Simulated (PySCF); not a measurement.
# One shape, several levels: CH5BN2 (SMILES B1NCN1)

Wanted: a comparison of 5 runs (HF/STO-3G, HF/cc-pVDZ, PBE0/STO-3G, B3LYP/6-31G*, CCSD/3-21G) of CH5BN2. Input form: a Python script.

The calculation is run with PySCF 2.14.0.

**1. Starting point**

CH5BN2: 9 atoms, total charge 0, spin state singlet. As SMILES, `B1NCN1`. The shape is that of a PBE0-D4/def2-TZVP optimisation.

Bond lengths: B1–N2 1.430 Å, N2–C3 1.458 Å, B1–N4 1.430 Å, C3–N4 1.458 Å, B1–H5 1.191 Å, N2–H6 1.003 Å, C3–H7 1.097 Å, C3–H8 1.097 Å, N4–H9 1.003 Å. Some angles: B1–N2–C3 88.7°, N2–B1–N4 92.5°, N2–C3–N4 90.2°, B1–N4–C3 88.7°, B1–N2–H6 135.4°, C3–N2–H6 124.3°, N2–B1–H5 133.7°, N4–B1–H5 133.8°, N2–C3–H7 113.7°, N2–C3–H8 114.4°.

**2. Energy and forces at HF/STO-3G (run 1)**

The input, run.py:

```python
# B1NCN1
import pyscf.grad
from pyscf import gto

system = gto.M(
    atom='''
B     -0.538100     0.903800    -0.424200
N      0.763900     0.350100    -0.630900
C      0.430100    -0.702400     0.322000
N     -0.891500    -0.116200     0.513500
H     -1.109600     1.851900    -0.864600
H      1.686500     0.722000    -0.761500
H      0.420000    -1.707100    -0.117100
H      1.046900    -0.704100     1.228600
H     -1.719800    -0.644400     0.717000
''',
    verbose=4,
    max_memory=1860,
    basis='sto-3g',
    charge=0,
    spin=0,
)

hf = system.RHF()
hf.conv_tol = 1e-10
hf.kernel()
if not hf.converged:
    hf = hf.newton().run(hf.mo_coeff, hf.mo_occ)

etot = hf.e_tot
print('E = %.10f Eh' % etot)
grad = hf.Gradients().kernel()
hf.analyze()
```

Command:

```sh
OMP_NUM_THREADS=1 python run.py
```

The program printed:

```text
PySCF version 2.14.0

[... 77 lines left out ...]
One-electron Energy =                 -461.466875819399831
[... 5 lines left out ...]
MO #1   energy= -15.2935529816177  occ= 2
[... 3 lines left out ...]
MO #5   energy= -1.20255014142022  occ= 2
[... 3 lines left out ...]
MO #9   energy= -0.604128499954078 occ= 2
[... 3 lines left out ...]
MO #13  energy= -0.410176010522306 occ= 2
[... 3 lines left out ...]
MO #17  energy= 0.545815107653601  occ= 0
[... 3 lines left out ...]
MO #21  energy= 0.703676101768159  occ= 0
[... 3 lines left out ...]
MO #25  energy= 1.14585380758934   occ= 0
[... 37 lines left out ...]
Dipole moment(X, Y, Z, Debye):  0.49365, -0.81889,  0.38102
```

Wall time 3.3 s (1 thread of Intel Xeon at 2.50GHz (Skylake/Cascade Lake), shared host); peak memory 0.12 GiB.

**3. Energy and forces at HF/cc-pVDZ (run 2)**

The input, run.py:

```python
import pyscf.grad
from pyscf import gto, scf

mol = gto.M(
    atom='''
B     -1.016862     1.707934    -0.801622
N      1.443562     0.661593    -1.192228
C      0.812771    -1.327344     0.608492
N     -1.684691    -0.219586     0.970374
H     -2.096840     3.499584    -1.633857
H      3.187023     1.364382    -1.439026
H      0.793685    -3.225951    -0.221287
H      1.978354    -1.330556     2.321718
H     -3.249951    -1.217740     1.354934
''',
    verbose=4,
    charge=0,
    spin=0,
    basis='cc-pvdz',
    max_memory=1860,
    unit='bohr',
)

mf = scf.RHF(mol)
mf.conv_tol = 1e-10
mf.kernel()
if not mf.converged:
    mf = mf.newton().run(mf.mo_coeff, mf.mo_occ)

e_final = mf.e_tot
print('E = %.10f Eh' % e_final)
grad = mf.Gradients().kernel()
dip = mf.dip_moment()
pop, q = mf.mulliken_pop()
```

Command:

```sh
OMP_NUM_THREADS=1 python run.py
```

The program printed:

```text
PySCF version 2.14.0

[... 63 lines left out ...]
converged SCF energy = -174.393617595103
[... 12 lines left out ...]
Dipole moment(X, Y, Z, Debye):  0.57605, -0.95572,  0.44459
[... 91 lines left out ...]
charge of    8H =      0.09582
```

Run time: 12 s. Hardware: 1 thread of Intel Xeon at 2.50GHz (Skylake/Cascade Lake), shared host; peak memory 0.16 GiB.

Runs 3 to 4 aren't shown in full; the table further down has their settings and results.

**4. A single-point energy at CCSD/3-21G (run 5)**

The input, input.py:

```python
from pyscf import gto, scf, cc

mol = gto.Mole()
mol.atom = '''
B   -0.538100   0.903800  -0.424200
N    0.763900   0.350100  -0.630900
C    0.430100  -0.702400   0.322000
N   -0.891500  -0.116200   0.513500
H   -1.109600   1.851900  -0.864600
H    1.686500   0.722000  -0.761500
H    0.420000  -1.707100  -0.117100
H    1.046900  -0.704100   1.228600
H   -1.719800  -0.644400   0.717000
'''
mol.basis = '3-21g'
mol.max_memory = 1860
mol.verbose = 4
mol.build()

mf = scf.RHF(mol)
mf.conv_tol = 1e-10
mf.kernel()
if not mf.converged:
    mf = mf.newton().run(mf.mo_coeff, mf.mo_occ)

mycc = cc.CCSD(mf, frozen=4)
mycc.kernel()
etot = mycc.e_tot
print(f'total energy: {etot:.8f} hartree')
dip = mf.dip_moment()
pop, q = mf.mulliken_pop()
```

Command:

```sh
OMP_NUM_THREADS=1 python input.py
```

The program printed:

```text
PySCF version 2.14.0

[... 63 lines left out ...]
converged SCF energy = -173.408565096759
[... 12 lines left out ...]
Init t2, MP2 energy = -173.756045262888  E_corr(MP2) -0.347480166129172
[... 11 lines left out ...]
CCSD converged
[... 1 line left out ...]
total energy: -173.78816388 hartree
Dipole moment(X, Y, Z, Debye):  0.67468, -1.11926,  0.52069
[... 56 lines left out ...]
charge of    8H =      0.32484
```

Wall time 3.6 s (1 thread of Intel Xeon at 2.50GHz (Skylake/Cascade Lake), shared host); peak memory 0.14 GiB.

**5. Overview of the runs**

```tsv
run	level	integration grid	task	energy (Eh)	dipole moment (D) of the reference	HOMO energy (eV)	LUMO energy (eV)	wall time
1	HF/STO-3G	–	gradient	-172.197641	1.03	-8.27	9.58	3.3 s
2	HF/cc-pVDZ	–	gradient	-174.393618	1.20	-10.23	4.94	12 s
3	PBE0/STO-3G	5	gradient	-173.071420	1.59	-4.21	4.92	16 s
4	B3LYP/6-31G* (spherical functions)	5	gradient	-175.484966	1.45	-6.32	1.58	39 s
5	CCSD/3-21G	–	energy	-173.788164	1.41	-10.15	5.53	3.6 s
```

**6. What came out**

```
                                          quantity          value
                               run 5: total energy  -173.78816 Eh
       run 5: dipole moment (Hartree–Fock density)         1.41 D
        run 5: HOMO energy (Hartree–Fock orbitals)      -10.15 eV
        run 5: LUMO energy (Hartree–Fock orbitals)        5.53 eV
      run 5: HOMO–LUMO gap (Hartree–Fock orbitals)       15.68 eV
run 5: correlation energy (4 core orbitals frozen)     -379.6 mEh
                              run 5: T1 diagnostic          0.016
```

**Reading.** Over runs 1, 2, 3, 4 the dipole moment (its size) runs from 1.03 D (HF/STO-3G) to 1.59 D (PBE0/STO-3G). Over runs 1, 2, 3, 4 the HOMO–LUMO gap runs from 7.90 eV (B3LYP/6-31G*) to 17.86 eV (HF/STO-3G). The two ends differ in method and basis. Totals of different functionals can't be ranked against each other. In runs 1, 3 the basis is minimal, so the values are rough. All runs together took 74 s, the longest 39 s.
